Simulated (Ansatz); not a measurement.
# WSe2: the cost of one run

Program: Ansatz 0.2.0. Level of theory: DFT PBEsol, frozen-core PAW, scalar-relativistic unless said. These are calculated values, not measurements.

**1. The system as given**

Symmetry: P6_3/mmc, No. 194, hexagonal system. Conventional cell: a = 3.290 Å, b = 3.290 Å, c = 12.970 Å, α = 90.00°, β = 90.00°, γ = 120.00°. W (site symmetry -6m2) has 6 Se at 2.53 Å as nearest neighbours. Around Se (site symmetry 3m) lie 3 W at 2.53 Å.

Coordinates:

```
W Se
1.0
     3.29000    0.00000    0.00000
    -1.64500    2.84922    0.00000
     0.00000    0.00000   12.97000
W Se
2 4
Direct
  0.33333 0.66667 0.25000
  0.66667 0.33333 0.75000
  0.33333 0.66667 0.62100
  0.66667 0.33333 0.12100
  0.33333 0.66667 0.87900
  0.66667 0.33333 0.37900
```

Cartesian axes are those of the input's lattice vectors. The structure goes back to a database entry.

**2. Cell and atoms relaxed, PAW**

input.yaml reads:

```yaml
crystal:
  lattice:
    - [3.29000000002, 0.0, 0.0]
    - [-1.64500000001, 2.84922357847, 0.0]
    - [0.0, 0.0, 12.97]
  atoms:
    - { symbol: W, position: [0.333333333333, 0.666666666667, 0.25] }
    - { symbol: W, position: [0.666666666667, 0.333333333333, 0.75] }
    - { symbol: Se, position: [0.333333333333, 0.666666666667, 0.621] }
    - { symbol: Se, position: [0.666666666667, 0.333333333333, 0.121] }
    - { symbol: Se, position: [0.333333333333, 0.666666666667, 0.879] }
    - { symbol: Se, position: [0.666666666667, 0.333333333333, 0.379] }
kpoints:
  mp_grid: { grid: [10, 10, 4] }
scf:
  occupations: { method: fermi_dirac, width: 0.08 }
hamiltonian:
  xc: pbesol
  pseudopotentials: { kind: paw }
relax:
  f_tol: 0.002
  max_steps: 80
  cell: {}
output:
  forces: true
  stress: true
```

Started as:

```
$ ansatz run input.yaml --threads 1 --pin off --max-ram 3072MiB --backend cpu --events-out ev --progress --plain --runs-dir out
```

Q: Estimate wall time and peak memory on 1 thread of Intel Xeon 6975P-C (Granite Rapids), shared host.

About 44 s, with a peak of 0.58 GiB.
